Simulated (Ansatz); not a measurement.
# TaO+ (triplet): wave-function methods side by side, def2-TZVPP

One table from this session's results is given with a row withheld; the runs are named, their logs left out.

Method: def2-TZVPP, core rule «outside noble gas», up to 5 orbitals frozen; program: Ansatz 0.2.0, Gaussian basis.

To be run: UHF; CCSD(T) on ROHF; CCSD(T) on UHF; CCSDT(Q) on ROHF; CCSDT(Q) on UHF.

10 further runs of the same task are left out: 7 for a known fault of the program, 3 set aside as unsound or not needed. Runs told in other sessions of the task aren't counted.

### The geometry

The geometry is a PBE0/def2-TZVP stationary point (not a proven minimum) of the parent state, kept for this charge and spin. No spin-orbit coupling is included. Elements past krypton take def2 core potentials.

2 atoms, charge 1, spin multiplicity 3.

Atoms are counted from 1 here; the program's logs count them from 0.

Bond lengths: Ta1–O2 1.864 Å.

The first run:

The input, in.yaml:

```yaml
crystal:
  periodic: [false, false, false]
  atoms:
    - {symbol: Ta, position_ang: [0.000000, 0.000000, 0.000000]}
    - {symbol: O, position_ang: [0.000000, 0.000000, 1.864200]}
basis:
  gaussian: {orbitals: def2-TZVPP}
total_charge: 1
magnetization: {spin_polarized: true, initial_magnetization: 2}
hamiltonian: {xc: hf}
output: {orbitals: {seedname: orbitals}}
```

Command:

```bash
ansatz run in.yaml --threads 1 --pin off --events-out ev --progress --plain --max-ram 4096MiB --backend cpu
```

Among the steps run: UHF; CCSD(T) on ROHF; CCSD(T) on UHF; CCSDT(Q) on ROHF; CCSDT(Q) on UHF.

One of the session's tables, all rows but one given; the rest of the session is left out.

| method | from RCCSDT(Q) (meV) |
| --- | --- |
| ROHF | ? |
| UHF | +9387.3 |
| RMP2 | -251.3 |
| UMP2 | +1880.9 |
| RCCSD | +771.4 |
| UCCSD | +614.7 |
| RCCSD(T) | -99.3 |
| UCCSD(T) | +14.4 |
| RCCSDT | -60.5 |
| UCCSDT | -134.2 |
| RCCSDT(Q) | 0 |
| UCCSDT(Q) | -299.0 |

Q: Estimate the row for ROHF from the others.

The run gave: from RCCSDT(Q) (meV): +10258.3. In the column «from RCCSDT(Q) (meV)» it is the highest.

The program flags UCCSD(T) as in doubt (see the logs), so read those rows with care; the flags are large difference.

Caveats from the session: The determinant of HF (⟨S²⟩ 2.78) is far from a pure spin state, so its energy mixes those of several spin states; that is harmless only where they are near-degenerate. The determinant of CCSD(T) (⟨S²⟩ 2.78) is far from a pure spin state, so its energy mixes those of several spin states; high orders of coupled cluster remove much of that, low ones don't. The determinant of CCSDT(Q) (⟨S²⟩ 2.78) is far from a pure spin state, so its energy mixes those of several spin states; high orders of coupled cluster remove much of that, low ones don't. The program flags UCCSD(T) as in doubt, so read those rows with care; the flags are large difference. Warnings: spin contamination; coupled cluster took another determinant than the lowest; large T1 diagnostic. Restricted and unrestricted rows rest on different reference determinants; a gap between their highest levels can come from leftover correlation error, from unlike frozen cores or from another state.
